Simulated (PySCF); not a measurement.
# MoO₃: structure of the singlet

Aim: relax MoO₃ as a singlet from a hand-made trigonal planar geometry, check by its vibrations whether the end is a minimum, and collect its spectrum and constants.

Method: PBE, basis Mo def2-TZVP with ECP28, O def2-TZVP, scalar-relativistic core potentials, no spin–orbit coupling, density fitting; program: PySCF 2.14.0.

## 1. Starting geometry

4 atoms, charge 0, spin multiplicity 1.

Bond lengths: Mo1–O2 1.780 Å, Mo1–O3 1.780 Å, Mo1–O4 1.780 Å. Angles: O2–Mo1–O3 120.0°, O2–Mo1–O4 120.0°, O3–Mo1–O4 120.0°.

Coordinates in bohr (charge 0 multiplicity 1):
```
Mo    0.0000    0.0000    0.0000
O     3.3637    0.0000    0.0000
O    -1.6819    2.9130    0.0000
O    -1.6818   -2.9130    0.0000
```

## 2. Relaxation: trigonal planar start, singlet

One driver script runs all steps and calls PySCF; scf.py shows how it sets up the SCF of each step. The optimiser is the driver's own. Before each start the driver seeks the lowest SCF state from one or more starting densities and follows internal instabilities, so scf.py alone need not reach the same state.

The program finds D3h symmetry in the start, which this walk keeps. Threshold on the gradient: 0.0003 Eh/bohr, with a further test on the energy change.

File scf.py:

```python
from pyscf import gto, scf, dft
mol = gto.M(atom='''
Mo     0.000000     0.000000     0.000000
O      1.779985     0.000013    -0.000000
O     -0.890004     1.541506     0.000000
O     -0.889982    -1.541519    -0.000000''',
    basis={'Mo': 'def2-TZVP', 'O': 'def2-TZVP'},
    ecp={'Mo': 'def2-TZVP'},
    charge=0, spin=0)
mf = dft.RKS(mol, xc='PBE')
mf.grids.atom_grid = (50, 194)
aux = {'Mo': 'def2-universal-JKFIT', 'O': 'def2-universal-JKFIT'}
mf = mf.density_fit(auxbasis=aux)
mf.kernel()
```

Further steps of the session: Vibrations and properties at this point; Downhill along the imaginary mode; Is it a minimum? Harmonic modes.

What does the calculation give? Wanted: minimum; geometry; wavenumbers; dipole moment; highest occupied, lowest empty level; polar-tensor charge of Mo1; zero-point energy; atomisation energy.

The runs gave:

```
                                 quantity                                  value
                                  minimum                           singlet, C3v
                                 geometry  Mo–O 1.717 Å (×3); O–Mo–O 108.9° (×3)
                       wavenumbers (cm⁻¹)   265 (a1), 334 (e), 942 (e), 979 (a1)
                            dipole moment                                 4.98 D
     highest occupied, lowest empty level                        -7.37, -5.45 eV
               polar-tensor charge of Mo1                                +1.84 e
                        zero-point energy                            22.7 kJ/mol
                      entropy at 298.15 K                        284.8 J/(mol K)
atomisation energy (no zero-point energy)                            1931 kJ/mol
```

In words: The trigonal planar start (D3h) ends in a minimum of C3v symmetry, after a first stop at a saddle point 45.3 kJ/mol higher, from which it was pushed off along an imaginary mode. The strongest infrared band lies at 942 cm⁻¹ (e, stretch). Other starts or spin states, not run here, may lie lower.
